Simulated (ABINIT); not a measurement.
# GaGe (P1) in ABINIT: single point with LDA

Aim: the single point of GaGe with LDA.

All numbers are computed with ABINIT 10.8.3 (patched build); they aren't measurements. Logs are shortened: lines on timing, memory, paths and dates and some standing lists are left out, and cuts for length are marked. The log counts tension as positive stress, the text compression.

## (1) The cell of the first run

The typed cell holds 4 atoms: a = 4.098 Å, b = 4.098 Å, c = 7.098 Å, α = 73.22°, β = 73.22°, γ = 60.00°.

The cell comes from a database or a generator and needn't be the stable form of this composition.

## (2) Single point, LDA (atoms moved at random)

run.abi

```
# Pseudopotentials
pp_dirpath "./"
pseudos "Ga.hgh, Ge.hgh"

# Structure
acell 7.7444194535 7.7444194535 13.4137279685
rprim
     0.0000000000    -0.7071067812    -0.7071067812
    -0.7071067812     0.0000000000    -0.7071067812
     0.4082482905     0.4082482905    -0.8164965809
ntypat 2
znucl 31 32
natom 4
typat 1 1 2 2
xred
     0.2840050000     0.4549990000     0.8600990000
     0.9737460000     0.7948630000     0.3853980000
     0.5223850000     0.4897640000     0.5156890000
     0.9676120000     0.0334540000     0.9662550000
chkprim 0
chksymtnons 0
tolsym 1.0e-6

# Plane-wave basis
ecut 14.0

# k points
kptopt 1
ngkpt 6 6 3
nshiftk 1
shiftk 0.0 0.0 0.0

# Exchange and correlation
ixc 7

# Bands and occupations
nband 11
occopt 3
tsmear 0.00183747

# SCF cycle
nstep 100
tolvrs 1.0e-10

# Output
iomode 3
prtwf 0
prtden 0
prteig 0
prtebands 0
enunit 2
```

Potentials or basis: HGH LDA.

Started as:

```
> abinit run.abi > log 2>&1
```

run.abo:

```text
.Version 10.8.3 of ABINIT
 Symmetries : space group P1 (#  1); Bravais aP (primitive triclinic)
================================================================================
 Values of the parameters that define the memory need of the present run
     intxc =       0    ionmov =       0      iscf =       7    lmnmax =       6
     lnmax =       6     mgfft =      48  mpssoang =       3    mqgrid =    3001
     natom =       4  nloc_mem =       1    nspden =       1   nspinor =       1
    nsppol =       1      nsym =       1    n1xccc =       0    ntypat =       2
    occopt =       3   xclevel =       1
       mpw =        1661          nfft =       43200          nkpt =          56
================================================================================
================================================================================

--------------------------------------------------------------------------------
------------- Echo of variables that govern the present computation ------------
--------------------------------------------------------------------------------
 -outvars: echo values of preprocessed input variables --------
            acell      7.7444194535E+00  7.7444194535E+00  1.3413727968E+01 Bohr
              amu      6.97230000E+01  7.26100000E+01
          chkprim           0
      chksymtnons           0
             ecut      1.40000000E+01 Hartree
           enunit           2
                       outvar_i_n : Printing only first  50 k-points.
              ixc           7
                       outvar_i_n : Printing only first  50 k-points.
         kptrlatt        6    0    0      0    6    0      0    0    3
          kptrlen      4.02411839E+01
            natom           4
            nband          11
            ngfft          30      30      48
             nkpt          56
            nstep         100
             nsym           1
           ntypat           2
                       prtocc : prtvol=0, do not print more k-points.
           occopt           3
           prtden           0
        prtebands           0
           prteig           0
            prtwf           0
            rprim      0.0000000000E+00 -7.0710678120E-01 -7.0710678120E-01
                      -7.0710678120E-01  0.0000000000E+00 -7.0710678120E-01
                       4.0824829050E-01  4.0824829050E-01 -8.1649658090E-01
          spgroup           1
           tolsym      1.00000000E-06
           tolvrs      1.00000000E-10
           tsmear      1.83747000E-03 Hartree
            typat      1  1  2  2
                       outvars : Printing only first  50 k-points.
           xangst      1.1739166038E+00  1.6694305404E+00 -7.1263837555E+00
                      -1.1865656926E+00 -1.7049407205E+00 -7.3587995379E+00
                       7.5126605745E-02 -1.9403963317E-02 -5.9218224517E+00
                       2.7031117795E+00 -3.9323741290E-03 -8.5010456043E+00
            xcart      2.2183808758E+00  3.1547665076E+00 -1.3466913566E+01
                      -2.2422841894E+00 -3.2218710227E+00 -1.3906115742E+01
                       1.4196870963E-01 -3.6668176427E-02 -1.1190622600E+01
                       5.1081409509E+00 -7.4311101284E-03 -1.6064647976E+01
             xred      2.8400500000E-01  4.5499900000E-01  8.6009900000E-01
                       9.7374600000E-01  7.9486300000E-01  3.8539800000E-01
                       5.2238500000E-01  4.8976400000E-01  5.1568900000E-01
                       9.6761200000E-01  3.3454000000E-02  9.6625500000E-01
            znucl       31.00000   32.00000

================================================================================

 chkinp: Checking input parameters for consistency.

================================================================================
== DATASET  1 ==================================================================

--- !DatasetInfo
iteration_state: {dtset: 1, }
dimensions: {natom: 4, nkpt: 56, mband: 11, nsppol: 1, nspinor: 1, nspden: 1, mpw: 1661, }
cutoff_energies: {ecut:  14.0, pawecutdg:  -1.0, }
electrons: {nelect:   1.40000000E+01, charge:   0.00000000E+00, occopt:   3.00000000E+00, tsmear:   1.83747000E-03, }
meta: {optdriver: 0, ionmov: 0, optcell: 0, iscf: 7, paral_kgb: 0, }
...

 Exchange-correlation functional for the present dataset will be:
  LDA: Perdew-Wang 92 LSD fit to Ceperley-Alder data - ixc=7
  J.P.Perdew and Y.Wang, PRB 45, 13244 (1992)

 Real(R)+Recip(G) space primitive vectors, cartesian coordinates (Bohr,Bohr^-1):
 R(1)=  0.0000000 -5.4761315 -5.4761315  G(1)=  0.0456527 -0.1369580 -0.0456527
 R(2)= -5.4761315  0.0000000 -5.4761315  G(2)= -0.1369580  0.0456527 -0.0456527
 R(3)=  5.4761315  5.4761315-10.9522630  G(3)=  0.0456527  0.0456527 -0.0456527
 Unit cell volume ucvol=  6.5687328E+02 bohr^3
 Angles (23,13,12)=  7.32213451E+01  7.32213451E+01  6.00000000E+01 degrees

 getcut: wavevector=  0.0000  0.0000  0.0000  ngfft=  30  30  48
         ecut(hartree)=     14.000   => boxcut(ratio)=   2.12453

--- Pseudopotential description ------------------------------------------------
- pspini: atom type   1  psp file is ./Ga.hgh
    3    1    2    0      2001   0.00000      pspcod,pspxc,lmax,lloc,mmax,r2well

 pspatm : COMMENT -
  the projectors are not normalized,
  so that the KB energies are not consistent with
  definition in PRB44, 8503 (1991).
  However, this does not influence the results obtained hereafter.

- pspini: atom type   2  psp file is ./Ge.hgh
    3    1    2    0      2001   0.00000      pspcod,pspxc,lmax,lloc,mmax,r2well

 pspatm : COMMENT -
  the projectors are not normalized,
  so that the KB energies are not consistent with
  definition in PRB44, 8503 (1991).
  However, this does not influence the results obtained hereafter.

   3.70717986E+02                                ecore*ucvol(ha*bohr**3)
--------------------------------------------------------------------------------

================================================================================

--- !BeginCycle
iteration_state: {dtset: 1, }
solver: {iscf: 7, nstep: 100, nline: 4, wfoptalg: 0, }
tolerances: {tolvrs: 1.00E-10, }
...

     iter   Etot(hartree)      deltaE(h)  residm     vres2
 ETOT  1  -12.444644859812    -1.244E+01 1.387E-02 2.324E+01
 ETOT  2  -12.455449823795    -1.080E-02 6.807E-04 3.371E-01
 ETOT  3  -12.455503185227    -5.336E-05 7.963E-04 3.254E-02
 ETOT  4  -12.455507611846    -4.427E-06 5.781E-04 2.072E-03
 ETOT  5  -12.455507906537    -2.947E-07 1.286E-04 2.505E-04
 ETOT  6  -12.455507930161    -2.362E-08 5.763E-05 6.513E-05
 ETOT  7  -12.455507938495    -8.334E-09 2.125E-05 3.878E-06
 ETOT  8  -12.455507938975    -4.800E-10 4.834E-06 1.284E-07
 ETOT  9  -12.455507938989    -1.414E-11 1.471E-05 1.959E-10
 ETOT 10  -12.455507938989     1.243E-14 2.819E-06 4.989E-12

 At SCF step   10       vres2   =  4.99E-12 < tolvrs=  1.00E-10 =>converged.

 Cartesian components of stress tensor (hartree/bohr^3)
  sigma(1 1)=  1.47138435E-04  sigma(3 2)=  4.93195287E-06
  sigma(2 2)=  1.07404059E-04  sigma(3 1)=  8.39232977E-06
  sigma(3 3)=  9.78901538E-05  sigma(2 1)=  5.25229764E-05

--- !ResultsGS
iteration_state: {dtset: 1, }
comment   : Summary of ground state results
lattice_vectors:
- [  0.0000000,  -5.4761315,  -5.4761315, ]
- [ -5.4761315,   0.0000000,  -5.4761315, ]
- [  5.4761315,   5.4761315, -10.9522630, ]
lattice_lengths: [   7.74442,    7.74442,   13.41373, ]
lattice_angles: [ 73.221,  73.221,  60.000, ] # degrees, (23, 13, 12)
lattice_volume:   6.5687328E+02
convergence: {deltae:  1.243E-14, res2:  4.989E-12, residm:  2.819E-06, diffor: null, }
etotal    :  -1.24555079E+01
entropy   :   0.00000000E+00
fermie    :   7.99986802E-02
cartesian_stress_tensor: # hartree/bohr^3
- [  1.47138435E-04,   5.25229764E-05,   8.39232977E-06, ]
- [  5.25229764E-05,   1.07404059E-04,   4.93195287E-06, ]
- [  8.39232977E-06,   4.93195287E-06,   9.78901538E-05, ]
pressure_GPa:  -3.4563E+00
xred      :
- [  2.8400E-01,   4.5500E-01,   8.6010E-01, Ga]
- [  9.7375E-01,   7.9486E-01,   3.8540E-01, Ga]
- [  5.2238E-01,   4.8976E-01,   5.1569E-01, Ge]
- [  9.6761E-01,   3.3454E-02,   9.6625E-01, Ge]
cartesian_forces: # hartree/bohr
- [  2.53336376E-02,  -5.98282553E-03,   1.28728621E-03, ]
- [ -2.17432454E-02,   1.77868302E-02,   2.03324461E-02, ]
- [  5.36409310E-03,  -2.96873498E-02,  -4.32718615E-03, ]
- [ -8.95448528E-03,   1.78833451E-02,  -1.72925462E-02, ]
force_length_stats: {min:   2.60623196E-02, max:   3.46777799E-02, mean:   2.94140199E-02, }
...

 Integrated electronic density in atomic spheres:
 ------------------------------------------------
 Atom  Sphere_radius  Integrated_density
    1        2.00000          1.14191331
    2        2.00000          1.06335552
    3        2.00000          1.69023505
    4        2.00000          1.64128145
================================================================================

 ----iterations are completed or convergence reached----

 Mean square residual over all n,k,spin=   64.794E-10; max=  28.193E-07
 reduced coordinates (array xred) for    4 atoms
       0.284005000000      0.454999000000      0.860099000000
       0.973746000000      0.794863000000      0.385398000000
       0.522385000000      0.489764000000      0.515689000000
       0.967612000000      0.033454000000      0.966255000000
 rms dE/dt=  1.4527E-01; max dE/dt=  2.4435E-01; dE/dt below (all hartree)
    1      -0.025712822060      0.145780060297     -0.091868295262
    2       0.208746738972     -0.007725342317      0.244352747412
    3      -0.186267503548      0.005678619240      0.085805471344
    4       0.003235861733     -0.143731815563     -0.238287525216

 cartesian coordinates (angstrom) at end:
    1      1.17391660379005     1.66943054040228    -7.12638375553531
    2     -1.18656569261432    -1.70494072052762    -7.35879953787902
    3      0.07512660574509    -0.01940396331714    -5.92182245174103
    4      2.70311177945427    -0.00393237412897    -8.50104560425654

 cartesian forces (hartree/bohr) at end:
    1      0.02533363762761    -0.00598282552536     0.00128728620571
    2     -0.02174324544621     0.01778683020188     0.02033244610461
    3      0.00536409310009    -0.02968734982563    -0.00432718614978
    4     -0.00895448528149     0.01788334514911    -0.01729254616055
 frms,max,avg= 1.7101800E-02 2.9687350E-02  -1.237E-09  3.316E-08  7.070E-08 h/b

 cartesian forces (eV/Angstrom) at end:
    1      1.30270802439107    -0.30764925807288     0.06619491817651
    2     -1.11808263524743     0.91463558345130     1.04553641625896
    3      0.27583275752900    -1.52658490696200    -0.22251285832737
    4     -0.46045814667264     0.91959858158358    -0.88921847610809
 frms,max,avg= 8.7940991E-01 1.5265849E+00  -6.362E-08  1.705E-06  3.636E-06 e/A
 length scales=  7.744419453500  7.744419453500 13.413727968500 bohr
              =  4.098170283686  4.098170283686  7.098239149367 angstroms
 Fermi (or HOMO) energy (hartree) =   0.08000   Average Vxc (hartree)=  -0.30233
 Eigenvalues (hartree) for nkpt=  56  k points:
 kpt#   1, nband= 11, wtk=  0.00926, kpt=  0.0000  0.0000  0.0000 (reduced coord)
  -0.31545   -0.24456   -0.11180    0.07536    0.07985    0.12724    0.13796    0.14726
   0.15373    0.16459    0.22180
      occupation numbers for kpt#   1
   2.00000    2.00000    2.00000    1.85179    1.03932    0.00000    0.00000    0.00000
   0.00000    0.00000    0.00000
 prteigrs : prtvol=0 or 1, do not print more k-points.

 Fermi (or HOMO) energy (eV) =   2.17687   Average Vxc (eV)=  -8.22671
 Eigenvalues (   eV  ) for nkpt=  56  k points:
 kpt#   1, nband= 11, wtk=  0.00926, kpt=  0.0000  0.0000  0.0000 (reduced coord)
  -8.58379   -6.65491   -3.04224    2.05061    2.17294    3.46237    3.75406    4.00724
   4.18323    4.47879    6.03542
 prteigrs : prtvol=0 or 1, do not print more k-points.

--- !EnergyTerms
iteration_state     : {dtset: 1, }
comment             : Components of total free energy in Hartree
kinetic             :  4.75713781983160E+00
hartree             :  9.80091604559525E-01
xc                  : -3.83299420718429E+00
Ewald energy        : -1.20697922042946E+01
psp_core            :  5.64367580008598E-01
local_psp           : -3.93934634779510E+00
non_local_psp       :  1.08590175232433E+00
internal            : -1.24546340025499E+01
'-kT*entropy'       : -8.73936439299833E-04
total_energy        : -1.24555079389892E+01
total_energy_eV     : -3.38931637417718E+02
band_energy         : -1.13315563789484E+00
...

 Cartesian components of stress tensor (hartree/bohr^3)
  sigma(1 1)=  1.47138435E-04  sigma(3 2)=  4.93195287E-06
  sigma(2 2)=  1.07404059E-04  sigma(3 1)=  8.39232977E-06
  sigma(3 3)=  9.78901538E-05  sigma(2 1)=  5.25229764E-05

-Cartesian components of stress tensor (GPa)         [Pressure= -3.4563E+00 GPa]
- sigma(1 1)=  4.32896223E+00  sigma(3 2)=  1.45103063E-01
- sigma(2 2)=  3.15993651E+00  sigma(3 1)=  2.46910866E-01
- sigma(3 3)=  2.88002776E+00  sigma(2 1)=  1.54527932E+00

== END DATASET(S) ==============================================================
================================================================================

 -outvars: echo values of variables after computation  --------
            acell      7.7444194535E+00  7.7444194535E+00  1.3413727968E+01 Bohr
           etotal     -1.2455507939E+01
            fcart      2.5333637628E-02 -5.9828255254E-03  1.2872862057E-03
                      -2.1743245446E-02  1.7786830202E-02  2.0332446105E-02
                       5.3640931001E-03 -2.9687349826E-02 -4.3271861498E-03
                      -8.9544852815E-03  1.7883345149E-02 -1.7292546161E-02
            rprim      0.0000000000E+00 -7.0710678120E-01 -7.0710678120E-01
                      -7.0710678120E-01  0.0000000000E+00 -7.0710678120E-01
                       4.0824829050E-01  4.0824829050E-01 -8.1649658090E-01
           strten      1.4713843540E-04  1.0740405877E-04  9.7890153792E-05
                       4.9319528724E-06  8.3923297672E-06  5.2522976404E-05
           xangst      1.1739166038E+00  1.6694305404E+00 -7.1263837555E+00
                      -1.1865656926E+00 -1.7049407205E+00 -7.3587995379E+00
                       7.5126605745E-02 -1.9403963317E-02 -5.9218224517E+00
                       2.7031117795E+00 -3.9323741290E-03 -8.5010456043E+00
             xred      2.8400500000E-01  4.5499900000E-01  8.6009900000E-01
                       9.7374600000E-01  7.9486300000E-01  3.8539800000E-01
                       5.2238500000E-01  4.8976400000E-01  5.1568900000E-01
                       9.6761200000E-01  3.3454000000E-02  9.6625500000E-01
 Calculation completed.
```

Wall time 25 s (1 thread of Arm Neoverse V2, shared host); peak memory 0.07 GiB.

What came out:

```
Free energy                                           : -338.9316 eV
Pressure                                              : -3.5 GPa
Largest force                                         : 1.783 eV/Å
Band gap on the k mesh                                : none (metal or under the smearing width)
Valence electrons inside the program's atomic spheres : Ga 1.14, 1.06; Ge 1.69, 1.64
```

Forces in eV/Å, atoms in the order of the input:
```
Ga   1.303 -0.308  0.066
Ga  -1.118  0.915  1.046
Ge   0.276 -1.527 -0.223
Ge  -0.460  0.920 -0.889
```

Stress tensor (GPa, compression positive):
```
-4.33 -1.55 -0.25
-1.55 -3.16 -0.15
-0.25 -0.15 -2.88
```

Caveat: HGH potentials are hard and often keep d shells in the core, so these values are rough.
